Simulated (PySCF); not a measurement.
# trans-Zr(NH3)2Cl4: geometry, NMR shifts and electronic excitations

What NMR shifts and electronic excitations should trans-Zr(NH3)2Cl4 (`[NH3]->[Zr](<-[NH3])([Cl])([Cl])([Cl])[Cl]`) show?

The runs use PySCF 2.14.0, with density-fitted response routines of our own; the level of theory stands in each step. All values are computed, except where a source is named. Atoms are numbered from 0 throughout.

## Step 1: Starting geometry

13 atoms, charge 0, multiplicity 1; geometry from: GFN2-xTB. The atoms were then displaced at random by about 0.03 Å, so the start is not that level's minimum.

Bonds of the start (Å): Zr0–N1 2.33, Zr0–N5 2.37, Zr0–Cl9 2.27, Zr0–Cl10 2.43, Zr0–Cl11 2.42, Zr0–Cl12 2.25, N1–H2 1.05, N1–H3 1.13, N1–H4 1.02, N5–H6 1.03, N5–H7 0.98, N5–H8 1.01.

## Step 2: Relaxing the molecule at PBE0-D3(BJ)/def2-SVP

Job settings and geometry (Å):

```
{"job": {"xc": "PBE0", "basis": "def2-SVP", "d3": "d3bj", "grid": 1, "maxiter": 40, "shake": 0.03, "kind": "geom"}, "charge": 0, "multiplicity": 1}
Zr     0.078000    -0.098070     0.012530
N     -0.015570    -0.018550     2.338130
H     -0.500730     0.858990     2.639000
H      1.052280    -0.051840     2.720830
H     -0.561240    -0.813630     2.668930
N     -0.003850     0.033410    -2.352040
H      0.519020     0.843150    -2.710720
H     -0.924680     0.066020    -2.671990
H      0.438440    -0.812150    -2.672290
Cl     2.309010    -0.034490     0.453000
Cl    -2.314750    -0.027690     0.436710
Cl     0.029830     2.289310    -0.356730
Cl    -0.075130    -2.286570    -0.483160
```

Started as:

```bash
> OMP_NUM_THREADS=1 python probes_run.py task.json out
```

The driver reads the jobs from task.json and runs them one after another.

The log of the run:

```text
step   0  E = -1999.94070339  max force = 0.068608
step   1  E = -1999.96462888  max force = 0.011960
step   2  E = -1999.96297272  max force = 0.021670
step   3  E = -1999.96669072  max force = 0.006624
step   4  E = -1999.96722894  max force = 0.002304
step   5  E = -1999.96727632  max force = 0.001636
step   6  E = -1999.96736515  max force = 0.000868
step   7  E = -1999.96739316  max force = 0.000960
step   8  E = -1999.96740991  max force = 0.000446
step   9  E = -1999.96737140  max force = 0.001359
step  10  E = -1999.96732196  max force = 0.001571
step  11  E = -1999.96731068  max force = 0.001067
step  12  E = -1999.96732226  max force = 0.000981
step  13  E = -1999.96733194  max force = 0.000975
step  14  E = -1999.96734030  max force = 0.000979
step  15  E = -1999.96734980  max force = 0.000965
step  16  E = -1999.96735798  max force = 0.000931
step  17  E = -1999.96736516  max force = 0.000889
step  18  E = -1999.96737129  max force = 0.000836
step  19  E = -1999.96737678  max force = 0.000780
step  20  E = -1999.96738148  max force = 0.000722
step  21  E = -1999.96738370  max force = 0.000694
step  22  E = -1999.96738472  max force = 0.000680
step  23  E = -1999.96738522  max force = 0.000672
step  24  E = -1999.96738547  max force = 0.000669
step  25  E = -1999.96738560  max force = 0.000667
step  26  E = -1999.96738574  max force = 0.000665
step  27  E = -1999.96738587  max force = 0.000663
step  28  E = -1999.96738601  max force = 0.000661
step  29  E = -1999.96738614  max force = 0.000659
step  30  E = -1999.96738629  max force = 0.000656
step  31  E = -1999.96738642  max force = 0.000654
step  32  E = -1999.96738655  max force = 0.000653
step  33  E = -1999.96738670  max force = 0.000650
step  34  E = -1999.96738683  max force = 0.000648
step  35  E = -1999.96738697  max force = 0.000646
step  36  E = -1999.96738710  max force = 0.000644
step  37  E = -1999.96738723  max force = 0.000641
step  38  E = -1999.96738736  max force = 0.000640
step  39  E = -1999.96738749  max force = 0.000638
step  40  E = -1999.96738763  max force = 0.000636
optimisation not converged
```

Run time: 14 min. Hardware: 1 thread of Arm Neoverse V1, shared host; peak memory 0.69 GiB.

Along the way: (not every step is listed) (the energy doesn't fall at every step)

```csv
step,energy from step 0 (eV),largest force component (eV/Å)
0,0.0000,3.5280
1,-0.6510,0.6150
2,-0.6060,1.1143
3,-0.7072,0.3406
4,-0.7218,0.1185
5,-0.7231,0.0841
6,-0.7255,0.0446
7,-0.7263,0.0494
8,-0.7267,0.0229
10,-0.7243,0.0808
12,-0.7243,0.0504
14,-0.7248,0.0503
16,-0.7253,0.0479
18,-0.7257,0.0430
20,-0.7259,0.0371
22,-0.7260,0.0350
24,-0.7261,0.0344
26,-0.7261,0.0342
28,-0.7261,0.0340
30,-0.7261,0.0337
32,-0.7261,0.0336
34,-0.7261,0.0333
35,-0.7261,0.0332
36,-0.7261,0.0331
37,-0.7261,0.0330
38,-0.7261,0.0329
39,-0.7261,0.0328
40,-0.7261,0.0327
```

Close pairs (by a distance rule), those that changed most:

```
    bond  before (Å)  after (Å)  change (Å)
Zr0–Cl12       2.249      2.407      +0.157
 Zr0–Cl9       2.275      2.409      +0.134
   N1–H3       1.135      1.021      -0.113
   N5–H7       0.975      1.022      +0.047
  Zr0–N1       2.329      2.354      +0.026
   N1–H2       1.047      1.022      -0.025
Zr0–Cl10       2.431      2.410      -0.021
  Zr0–N5       2.370      2.352      -0.017
```

The end geometry stands in the next job.

The optimisation stopped before it met its thresholds, so this geometry is not quite a stationary point, and what follows inherits that.

```
                         at the end point                value
  point group (found at 0.08 Å tolerance)                   C1
rotational constants (GHz, main isotopes)  0.820, 0.819, 0.630
                        dipole moment (D)                 0.35
```

## Step 3: Shielding tensors: PBE0/def2-TZVP+pcSseg-1

Job settings and geometry (Å):

```
{"job": {"kind": "nmr", "xc": "PBE0", "basis": {"default": "pcSseg-1", "Zr": "def2-TZVP"}}, "charge": 0, "multiplicity": 1}
Zr     0.019221    -0.072647     0.000343
N     -0.020299    -0.027023     2.354049
H     -0.417810     0.859227     2.671156
H      0.922833    -0.104387     2.738550
H     -0.594650    -0.772643     2.750813
N      0.028762     0.067495    -2.347705
H      0.563441     0.876542    -2.667703
H     -0.931524     0.194465    -2.674907
H      0.392368    -0.776628    -2.792307
Cl     2.387725    -0.328524     0.358467
Cl    -2.360278     0.139283     0.316409
Cl     0.251906     2.319470    -0.241403
Cl    -0.211065    -2.426741    -0.443562
```

Method: GIAO PBE0/pcSseg-1 Zr:def2-TZVP NMR shielding, scalar relativity only through core potentials, gas phase.

The log of the run:

```text
coarse grid: 58544 points
cycle   1  E = -1999.7183458350  dE = -4.523e+00  |g| = 1.809e+00  |ddm| = 5.137e+00
cycle   2  E = -1999.2949145918  dE =  4.234e-01  |g| = 2.013e+00  |ddm| = 4.094e+00
cycle   3  E = -2000.5116047977  dE = -1.217e+00  |g| = 2.460e-01  |ddm| = 2.813e+00
cycle   4  E = -2000.5226014602  dE = -1.100e-02  |g| = 1.227e-01  |ddm| = 3.670e-01
cycle   5  E = -2000.5252023587  dE = -2.601e-03  |g| = 4.731e-02  |ddm| = 1.075e-01
cycle   6  E = -2000.5256639151  dE = -4.616e-04  |g| = 4.264e-03  |ddm| = 3.327e-02
cycle   7  E = -2000.5256667384  dE = -2.823e-06  |g| = 1.987e-03  |ddm| = 4.745e-03
final grid: 115608 points
cycle   8  E = -2000.5255962973  dE =  2.213e-06  |g| = 3.435e-03  |ddm| = 5.453e-03
cycle   9  E = -2000.5255860989  dE =  1.020e-05  |g| = 6.899e-03  |ddm| = 1.009e-02
cycle  10  E = -2000.5255995616  dE = -1.346e-05  |g| = 2.074e-04  |ddm| = 6.919e-03
cycle  11  E = -2000.5255995713  dE = -9.672e-09  |g| = 1.826e-05  |ddm| = 2.337e-04
cycle  12  E = -2000.5255995714  dE = -6.867e-11  |g| = 1.027e-05  |ddm| = 2.023e-05
converged SCF energy = -2000.5255995714

GIAO shielding tensors (ppm)
atom      isotropic    diamagn.    paramagn.     s11        s22        s33       span
  0 Zr         nan         nan         nan        nan        nan        nan        nan
  1 N      223.716     317.121     -93.405    212.827    225.024    233.298     20.471
  2 H       29.024      28.879       0.145     24.410     25.430     37.231     12.821
  3 H       28.500      29.090      -0.590     22.313     25.876     37.312     15.000
  4 H       29.178      28.607       0.571     24.255     25.640     37.640     13.385
  5 N      223.408     317.235     -93.827    213.630    222.161    234.433     20.803
  6 H       28.711      29.106      -0.394     22.944     26.095     37.095     14.150
  7 H       29.206      28.697       0.508     24.661     25.284     37.673     13.012
  8 H       28.743      28.807      -0.064     23.023     25.899     37.307     14.284
  9 Cl     477.957    1150.454    -672.497    172.599    368.444    892.828    720.230
 10 Cl     496.442    1150.550    -654.108    211.028    378.911    899.389    688.361
 11 Cl     502.795    1150.653    -647.858    232.404    377.360    898.622    666.218
 12 Cl     472.505    1150.382    -677.877    153.461    372.447    891.607    738.146
```

Run time: 58 s. Hardware: 1 thread of Arm Neoverse V1, shared host; peak memory 1.3 GiB.

The references, computed at this level on geometries of the same kind, shield at (ppm): 1H TMS 31.27, 15N NH3 265.7, 35Cl HCl 943. Their shielding less the atom's gives the shift. The references are single molecules in the gas phase, so shifts against H2O, NH3, PH3, H3PO4 or CFCl3 are not on the usual liquid scales and can be off by tens of ppm. Atoms listed in one row are averaged.

```csv
atoms,environment,σ (ppm),δ (ppm)
"H2, H3, H4, H6, H7, H8",hydrogen on a nitrogen bonded to Zr,28.89,2.37
"N1, N5","nitrogen bonded to Zr, 3 H",223.6,42.1
"Cl9, Cl10, Cl11, Cl12",chlorine bonded to Zr,487,456
```

Atoms past Kr carry core potentials, so their printed shieldings have no meaning and are left out of the table.

Charges from the same density, by scheme (e):

```
                atoms  Mulliken  ESP fit
                  Zr0      0.91     0.86
               N1, N5     -0.50    -0.80
Cl9, Cl10, Cl11, Cl12     -0.35    -0.35
```

Mayer bond orders: Zr0–N1 0.38, Zr0–N5 0.39, Zr0–Cl9 1.05, Zr0–Cl10 1.05, Zr0–Cl11 1.04, Zr0–Cl12 1.06.

With diffuse functions Mulliken charges and Mayer bond orders lose their meaning; the other schemes are steadier.

Orbitals, density, ELF and potential are computed afterwards from the orbital file.

Frontier orbitals at PBE0/def2-TZVP+pcSseg-1, with the share of their density that lies nearest to each atom:

```
orbital  energy (eV)                              lies on
   HOMO        -7.98           4 Cl atoms about 25 % each
   LUMO        -2.14  Zr0 68 %; Cl11, Cl12 about 8 % each
```

ELF in a plane through or near 5 of the atoms.

Ten even steps from ' ' (0.00) to '@' (0.97):
```
                                                        
                                                        
                    ..::------::                        
                  ::==**######**--..                    
                ..==**%%@@@@%%%%++::                    
                ..++##%%**++##%%**::                    
                  ::++%%##**%%%%++      ++**--          
          ::====..  ..==****++--..  ..%%@@@@@@::        
        ..==**##****--  ::****--  ==**%%@@@@##::        
        ..==**==--@@##..%%****%%..##@@--++##==..        
        ::**##**==@@##::%%::::%%::##@@--==**==..        
        ==@@@@@@%%**--  ++%%%%++  ==##**##**==..        
        ==@@@@@@--  ..==++--::..      ..----::          
          ....    ::**%%%%%%%%##--                      
                ..**%%%%==++%%%%++..                    
                ::++##%%%%%%%%##++::                    
                ..==++##%%%%##**--..                    
                  ..::--====--::                        
                        ....                            
                                                        
```
The map spans 10.8 Å across and 10.0 Å up, centred on the molecule. Atoms in the plane (x, y in Å): Zr0 (0.0, -0.1), N1 (2.4, 0.0), H2 (2.7, 0.9), N5 (-2.4, 0.0), H8 (-2.8, -0.9).

On the surface of density 0.002 e/bohr³ the electrostatic potential runs, from the 1st to the 99th percentile, from -1.07 V near Cl12 to 2.45 V near H4.

## Step 4: Ultraviolet spectrum: PBE0/def2-SVPD

The job, as its differences from that of step 3:

```diff
@@ -1,2 +1,2 @@
-{"job": {"kind": "nmr", "xc": "PBE0", "basis": {"default": "pcSseg-1", "Zr": "def2-TZVP"}}, "charge": 0, "multiplicity": 1}
+{"job": {"kind": "uv", "xc": "PBE0", "basis": "def2-SVPD", "ip": true, "nstates": 10}, "charge": 0, "multiplicity": 1}
 Zr     0.019221    -0.072647     0.000343
```

Level: TDDFT PBE0/def2-SVPD, vertical, gas phase, core orbitals frozen in the response.

The log of the run:

```text
coarse grid: 58544 points
cycle   1  E = -1999.1465487554  dE = -5.308e+00  |g| = 1.792e+00  |ddm| = 1.250e+01
cycle   2  E = -1998.4928885603  dE =  6.537e-01  |g| = 2.162e+00  |ddm| = 1.050e+01
cycle   3  E = -1999.9679250897  dE = -1.475e+00  |g| = 2.492e-01  |ddm| = 5.435e+00
cycle   4  E = -1999.9789708283  dE = -1.105e-02  |g| = 1.459e-01  |ddm| = 7.794e-01
cycle   5  E = -1999.9832879110  dE = -4.317e-03  |g| = 4.906e-02  |ddm| = 2.163e-01
cycle   6  E = -1999.9838258407  dE = -5.379e-04  |g| = 3.583e-03  |ddm| = 8.370e-02
cycle   7  E = -1999.9838293690  dE = -3.528e-06  |g| = 7.974e-04  |ddm| = 8.914e-03
final grid: 115608 points
cycle   8  E = -1999.9837606411  dE =  7.429e-08  |g| = 1.183e-03  |ddm| = 1.407e-02
cycle   9  E = -1999.9837593830  dE =  1.258e-06  |g| = 2.362e-03  |ddm| = 1.261e-02
cycle  10  E = -1999.9837610692  dE = -1.686e-06  |g| = 1.627e-04  |ddm| = 8.330e-03
cycle  11  E = -1999.9837610759  dE = -6.636e-09  |g| = 2.539e-05  |ddm| = 2.883e-04
cycle  12  E = -1999.9837610760  dE = -1.469e-10  |g| = 8.654e-06  |ddm| = 6.065e-05
converged SCF energy = -1999.9837610760

Static polarisability (au): isotropic 125.347, principal 109.618 133.169 133.252

Singlet excitations
state   eV       nm        f      main configurations
  1   4.4968    275.7   0.00098   H->L 0.99
  2   4.5034    275.3   0.00101   H->L+1 0.99
  3   4.8897    253.6   0.00002   H-1->L 0.44, H-2->L+1 0.26, H-2->L 0.15
  4   4.9148    252.3   0.00002   H-2->L+1 0.50, H-1->L 0.43
  5   4.9305    251.5   0.00002   H->L+2 0.41, H-2->L 0.22, H-1->L+1 0.17
  6   4.9464    250.7   0.00002   H-1->L+1 0.53, H-2->L 0.42
  7   5.0362    246.2   0.00685   H->L+2 0.48, H-1->L+1 0.15, H-2->L 0.13
  8   5.1745    239.6   0.00004   H-3->L 0.50, H-1->L+2 0.38, H-2->L+2 0.11
  9   5.1781    239.4   0.00016   H-3->L+1 0.49, H-2->L+2 0.38, H-1->L+2 0.12
 10   5.3453    231.9   0.00875   H-4->L 0.45, H-3->L+1 0.22, H-1->L+2 0.12

Triplet excitations (Tamm-Dancoff, eV): 4.4104 4.4176 4.5589 4.7940
Vertical ionisation energy (delta-SCF) = 9.7059 eV
Vertical electron affinity (delta-SCF) = 0.6433 eV
```

Run time: 6.9 min. Hardware: 1 thread of Arm Neoverse V1, shared host; peak memory 1.2 GiB.

Frontier orbitals and where they lie:

```
orbital     eV                            atoms
 HOMO−3  -8.66   Cl11 24 %, Cl12 24 %, Cl9 24 %
 HOMO−2  -8.45   Cl10 32 %, Cl9 32 %, Cl12 16 %
 HOMO−1  -8.45  Cl11 33 %, Cl12 32 %, Cl10 16 %
   HOMO  -7.98   Cl12 26 %, Cl9 25 %, Cl10 25 %
   LUMO  -2.13     Zr0 69 %, Cl12 9 %, Cl11 8 %
 LUMO+1  -2.13      Zr0 69 %, Cl9 9 %, Cl10 8 %
 LUMO+2  -1.84     Zr0 70 %, Cl10 8 %, Cl12 8 %
```

With each of the 10 states as a Gaussian band of 0.4 eV half-width at 1/e, the curve within the window shown has maxima at 238 nm (ε 560) L/(mol cm). Beyond the last state computed it falls off for lack of states. The curve at chosen wavelengths:

```json
{"nm": "220", "ε (L/mol/cm)": "231"}
{"nm": "224", "ε (L/mol/cm)": "336"}
{"nm": "228", "ε (L/mol/cm)": "435"}
{"nm": "232", "ε (L/mol/cm)": "511"}
{"nm": "236", "ε (L/mol/cm)": "552"}
{"nm": "240", "ε (L/mol/cm)": "556"}
{"nm": "244", "ε (L/mol/cm)": "527"}
{"nm": "247", "ε (L/mol/cm)": "490"}
{"nm": "251", "ε (L/mol/cm)": "428"}
{"nm": "255", "ε (L/mol/cm)": "361"}
{"nm": "259", "ε (L/mol/cm)": "298"}
{"nm": "263", "ε (L/mol/cm)": "244"}
{"nm": "267", "ε (L/mol/cm)": "200"}
{"nm": "271", "ε (L/mol/cm)": "165"}
{"nm": "275", "ε (L/mol/cm)": "138"}
{"nm": "279", "ε (L/mol/cm)": "115"}
{"nm": "283", "ε (L/mol/cm)": "96"}
{"nm": "287", "ε (L/mol/cm)": "79"}
{"nm": "291", "ε (L/mol/cm)": "65"}
{"nm": "294", "ε (L/mol/cm)": "55"}
{"nm": "298", "ε (L/mol/cm)": "43"}
{"nm": "302", "ε (L/mol/cm)": "33"}
{"nm": "306", "ε (L/mol/cm)": "24"}
{"nm": "310", "ε (L/mol/cm)": "18"}
{"nm": "314", "ε (L/mol/cm)": "13"}
{"nm": "318", "ε (L/mol/cm)": "9"}
```

Leading natural transition orbitals of singlet state 10: the hole lies on Cl11 26 %; Cl9, Cl10, Cl12 about 19 % each; the particle on Zr0 68 %.

Leading natural transition orbitals of singlet state 1: the hole lies on 4 Cl atoms about 25 % each; the particle on Zr0 68 %; Cl11, Cl12 about 8 % each.

Ground-state properties from the same run:

| property | computed |
| --- | --- |
| dipole moment (D) | 0.31 |
| polarisability (Å³) | 18.57 |
| HOMO–LUMO gap (eV) | 5.85 |
| −ε(HOMO) (eV) | 7.98 |

## Step 5: NMR shieldings: wB97X-D/def2-TZVP+pcSseg-1

The job, as its differences from that of step 4:

```diff
@@ -1,2 +1,2 @@
-{"job": {"kind": "uv", "xc": "PBE0", "basis": "def2-SVPD", "ip": true, "nstates": 10}, "charge": 0, "multiplicity": 1}
+{"job": {"kind": "nmr", "xc": "wB97X-D", "basis": {"default": "pcSseg-1", "Zr": "def2-TZVP"}, "pop": false}, "charge": 0, "multiplicity": 1}
 Zr     0.019221    -0.072647     0.000343
```

Level: GIAO wB97X-D/pcSseg-1 Zr:def2-TZVP NMR shielding, scalar relativity only through core potentials, gas phase.

The log of the run:

```text
coarse grid: 58544 points
cycle   1  E = -2001.0030325022  dE = -5.226e+00  |g| = 9.400e-01  |ddm| = 4.894e+00
cycle   2  E = -2001.0824221550  dE = -7.939e-02  |g| = 7.684e-01  |ddm| = 1.949e+00
cycle   3  E = -2001.2392602634  dE = -1.568e-01  |g| = 1.475e-01  |ddm| = 1.005e+00
cycle   4  E = -2001.2443527882  dE = -5.093e-03  |g| = 4.502e-02  |ddm| = 1.839e-01
cycle   5  E = -2001.2447172948  dE = -3.645e-04  |g| = 5.430e-03  |ddm| = 4.145e-02
cycle   6  E = -2001.2447278929  dE = -1.060e-05  |g| = 1.380e-03  |ddm| = 8.591e-03
cycle   7  E = -2001.2447288187  dE = -9.258e-07  |g| = 6.215e-04  |ddm| = 2.642e-03
final grid: 115608 points
cycle   8  E = -2001.2458657962  dE = -1.678e-04  |g| = 3.385e-03  |ddm| = 7.445e-02
cycle   9  E = -2001.2458676283  dE = -1.832e-06  |g| = 1.837e-03  |ddm| = 7.695e-03
cycle  10  E = -2001.2458681828  dE = -5.545e-07  |g| = 9.181e-04  |ddm| = 2.221e-03
cycle  11  E = -2001.2458683881  dE = -2.053e-07  |g| = 1.778e-04  |ddm| = 1.423e-03
cycle  12  E = -2001.2458683988  dE = -1.074e-08  |g| = 5.036e-05  |ddm| = 2.256e-04
cycle  13  E = -2001.2458683999  dE = -1.072e-09  |g| = 1.935e-05  |ddm| = 1.068e-04
cycle  14  E = -2001.2458684001  dE = -1.774e-10  |g| = 5.930e-06  |ddm| = 3.533e-05
converged SCF energy = -2001.2458684001

GIAO shielding tensors (ppm)
atom      isotropic    diamagn.    paramagn.     s11        s22        s33       span
  0 Zr         nan         nan         nan        nan        nan        nan        nan
  1 N      224.426     318.126     -93.699    213.129    226.122    234.028     20.898
  2 H       29.117      29.034       0.083     24.468     25.574     37.310     12.843
  3 H       28.604      29.228      -0.625     22.346     26.049     37.417     15.071
  4 H       29.264      28.725       0.539     24.328     25.736     37.727     13.399
  5 N      224.109     318.245     -94.136    213.609    223.503    235.215     21.606
  6 H       28.807      29.255      -0.447     22.997     26.236     37.189     14.192
  7 H       29.285      28.839       0.446     24.690     25.431     37.735     13.045
  8 H       28.844      28.929      -0.085     23.084     26.033     37.415     14.331
  9 Cl     512.348    1150.850    -638.501    219.055    408.065    909.925    690.870
 10 Cl     530.316    1150.952    -620.636    256.550    417.732    916.665    660.115
 11 Cl     537.598    1151.065    -613.466    279.792    416.671    916.332    636.540
 12 Cl     506.043    1150.771    -644.728    198.036    411.746    908.348    710.312
```

Run time: 58 s. Hardware: 1 thread of Arm Neoverse V1, shared host; peak memory 1.2 GiB.

This run: δ N1 39.7, Cl9 418, H2 2.39 ppm (means over like atoms).

## Step 6: Side by side: NMR shifts

Shifts (ppm), means over like atoms, with basis size and wall time:

```
                       run    H2    N1  Cl9  functions  time
   PBE0/def2-TZVP+pcSseg-1  2.37  42.1  456        200  58 s
wB97X-D/def2-TZVP+pcSseg-1  2.39  39.7  418        200  58 s
```

## Step 7: Outcome

| quantity | value |
| --- | --- |
| point group | C1 |
| rotational constants (main isotopes) | 0.82, 0.82, 0.63 GHz |
| 1H shifts against TMS (PBE0/def2-TZVP+pcSseg-1, means over atoms taken as alike) | 2.37 ppm |
| 15N shifts against NH3 (PBE0/def2-TZVP+pcSseg-1, means over atoms taken as alike) | 42.1 ppm |
| 35Cl shifts against HCl (PBE0/def2-TZVP+pcSseg-1, means over atoms taken as alike) | 456 ppm |
| surface potential, 1st and 99th percentile | -1.07 V and 2.45 V |
| lowest singlet (PBE0/def2-SVPD) | 4.50 eV (276 nm), f = 0.001 |
| brightest single state of those computed | state 10, 5.35 eV, f = 0.009 |
| lowest triplet | 4.41 eV |
| vertical ionisation energy (ΔSCF) | 9.71 eV |
| vertical electron affinity (ΔSCF) | 0.64 eV |
| range of the shift of Cl9 | 418 to 456 ppm |

In words: The start was shaken at random, so part of the energy gained undoes that. The optimisation took 40 steps and gained 0.726 eV; among the close pairs (by a distance rule), Zr0–Cl12 changed most, from 2.249 to 2.407 Å. At PBE0/def2-TZVP+pcSseg-1: The largest span, 703 ppm, is at Cl9, Cl10, Cl11, Cl12, where the paramagnetic term is -663 ppm. At PBE0/def2-TZVP+pcSseg-1, counted by nearest atom on the grid, the HOMO lies on 4 Cl atoms about 25 % each, the LUMO on Zr0 68 %; Cl11, Cl12 about 8 % each. The first singlet state (HOMO→LUMO 0.99) lies at 4.50 eV and is dark; of the 10 states computed, the strongest absorption comes from state 10 at 5.35 eV (the last computed, so partners may be missing). The lowest triplet lies 0.09 eV below the lowest singlet (triplets in Tamm-Dancoff, singlets in full TDDFT). The orbital energy would give 7.98 eV for ionisation, ΔSCF gives 9.71 eV. In ppm, Cl9 (with its like atoms) moves most: its shift spreads over 38 ppm, from 418 (wB97X-D/def2-TZVP+pcSseg-1) to 456 (PBE0/def2-TZVP+pcSseg-1). Spin-orbit coupling is left out, which matters for shieldings and couplings at and beside the heavy atoms.
